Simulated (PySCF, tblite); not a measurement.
# C₆H₁₁N₃: geometry, infrared bands and NMR shifts

Wanted: the infrared bands and NMR shifts of C₆H₁₁N₃ (`Cc1cnn(C(C)C)n1`), by calculation.

Programs: tblite 0.8.0 and PySCF 2.14.0, with density-fitted response routines of our own. Each step states its level of theory. These are calculated values for one molecule in the gas phase, unless marked as measured. Atoms count from 0, in the outputs and in this text.

## (1) Starting geometry

20 atoms, charge 0, multiplicity 1; geometry from: force field or distance geometry start.

Bonds of the start (Å): C0–C1 1.52, C1–C2 1.37, C2–N3 1.36, N3–N4 1.35, N4–C5 1.45, C5–C6 1.51, C5–C7 1.48, N4–N8 1.33, N8–C1 1.32, C0–H9 1.10, C0–H10 1.10, C0–H11 1.12, C2–H12 1.07, C5–H13 1.13, C6–H14 1.11, C6–H15 1.09, C6–H16 1.12, C7–H17 1.14, C7–H18 1.14, C7–H19 1.09.

## (2) Optimising the geometry with GFN2-xTB

Job settings and geometry (Å):

```
{"job": {"kind": "relax", "xc": "GFN2-xTB", "basis": "xTB"}, "charge": 0, "multiplicity": 1}
C      3.506500    -0.383600    -0.248000
C      2.027400    -0.106300    -0.459300
C      1.460800     0.488700    -1.560600
N      0.120100     0.540900    -1.330900
N     -0.130600    -0.009300    -0.125700
C     -1.414200    -0.176500     0.529300
C     -2.039000     1.183200     0.752500
C     -2.383000    -1.002700    -0.216900
N      1.038300    -0.390000     0.372600
H      3.710800    -0.745800     0.766300
H      3.894300    -1.093100    -0.990100
H      4.071000     0.576900    -0.364900
H      1.991500     0.844800    -2.419900
H     -1.280200    -0.639400     1.549300
H     -2.023700     1.431700     1.836700
H     -3.043600     1.276400     0.342500
H     -1.360100     1.909800     0.231500
H     -2.166700    -2.117800    -0.196000
H     -3.367100    -0.924300     0.345800
H     -2.617500    -0.652800    -1.226900
```

The run is started by

```sh
> OMP_NUM_THREADS=1 python probes_run.py task.json out
```

The driver reads the jobs from task.json and runs them one after another.

**Question.** This job is followed by: GFN2-xTB harmonic vibrations, gas phase; GIAO PBE0/pcSseg-1 NMR shielding, non-relativistic, gas phase. Predict these results of the whole session: strongest single infrared mode (GFN2-xTB); zero-point energy (GFN2-xTB); 13C shifts against TMS (PBE0/pcSseg-1, means over atoms taken as alike); 1H shifts against TMS (PBE0/pcSseg-1, means over atoms taken as alike); 15N shifts against NH3 (PBE0/pcSseg-1).

The runs gave:

| quantity | value |
| --- | --- |
| strongest single infrared mode (GFN2-xTB) | 3054 cm⁻¹, 56 km/mol |
| zero-point energy (GFN2-xTB) | 105.6 kcal/mol |
| 13C shifts against TMS (PBE0/pcSseg-1, means over atoms taken as alike) | 146.2, 138.6, 57.4, 25.2, 12.8 ppm |
| 1H shifts against TMS (PBE0/pcSseg-1, means over atoms taken as alike) | 7.54, 4.69, 2.48, 1.52 ppm |
| 15N shifts against NH3 (PBE0/pcSseg-1) | 358.9, 356.2, 285.8 ppm |

What this shows: Over 97 steps the energy fell by 0.915 eV; of the close pairs, C5–C7 changed most, 1.476 to 1.526 Å. No mode is imaginary among the 54: a minimum at this level. GFN2-xTB is a fitted tight-binding method: band positions and strengths are rough. Its intensities can rank the bands wrongly. At PBE0/pcSseg-1: The widest tensor belongs to N3: span 514 ppm, with a paramagnetic part of -415 ppm. NICS(1)zz of -32 ppm above the planar ring from C1 marks a diatropic (aromatic) ring current.
